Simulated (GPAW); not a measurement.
Here is a GPAW 26.7.0 calculation.

File run.py:

```python
import numpy as np
from ase.dft.bandgap import bandgap
from ase.io import read, write
from gpaw import GPAW, PW

atoms = read('POSCAR')
atoms.pbc = (True, True, False)

calc = GPAW(mode=PW(450),
            xc={'name': 'vdW-DF-cx', 'backend': 'libvdwxc'},
            kpts={'size': (8, 4, 1), 'gamma': True},
            occupations={'name': 'fermi-dirac', 'width': 0.05},
            nbands=87,
            convergence={'density': 1e-05, 'energy': 1e-05},
            maxiter=150,
            poissonsolver={'dipolelayer': 'xy'},
            txt='gpaw.txt')
atoms.calc = calc
energy = atoms.get_potential_energy()
forces = atoms.get_forces()
calc.write('gs.gpw')
write('result.traj', atoms)
print(f'Energy: {energy:.6f} eV')
print('Forces (eV/A):')
print(forces.round(4))
print('Fermi level:', round(calc.get_fermi_level(), 4), 'eV')
print(f'Gap: {bandgap(calc)[0]:.4f} eV, direct: {bandgap(calc, direct=True)[0]:.4f} eV')

v = calc.get_electrostatic_potential().mean(axis=(0, 1))
z = np.arange(len(v)) * atoms.cell[2, 2] / len(v)
ef = calc.get_fermi_level()
np.savetxt('planar.dat', np.c_[z, v], fmt='%.4f')
below, above = np.interp([1.5, atoms.cell[2, 2] - 1.5], z, v) - ef
print(f'Work functions: bottom {below:.4f} eV, top {above:.4f} eV')
print('Dipole moment:', *calc.get_dipole_moment().round(5), 'e A')
```

Contents of POSCAR:

```
Sb
1.0
    3.1600000000      0.0000000000      0.0000000000
    0.0000000000      7.0659748089      0.0000000000
    0.0000000000      0.0000000000     24.8923647325
Sb
8
Direct
    0.0000000000      0.4000000000      0.3012972082
    0.0000000000      0.8000000000      0.3580694344
    0.0000000000      0.2000000000      0.4148416607
    0.0000000000      0.6000000000      0.4716138869
    0.0000000000      0.0000000000      0.5283861131
    0.0000000000      0.4000000000      0.5851583393
    0.0000000000      0.8000000000      0.6419305656
    0.0000000000      0.2000000000      0.6987027918
```

Potentials or basis: GPAW PAW data sets (gpaw-data 1.2.1), pw.

Run with:

```bash
$ OMP_NUM_THREADS=1 python run.py
```

(1) Estimate the largest force.

(2) What does it give for the band gap on the k mesh?

Answers

(1) 0.994 eV/Å.

(2) none (metal or under the smearing width).

Caveat: the PAW data sets were made with another functional, which shifts forces and pressure a little.
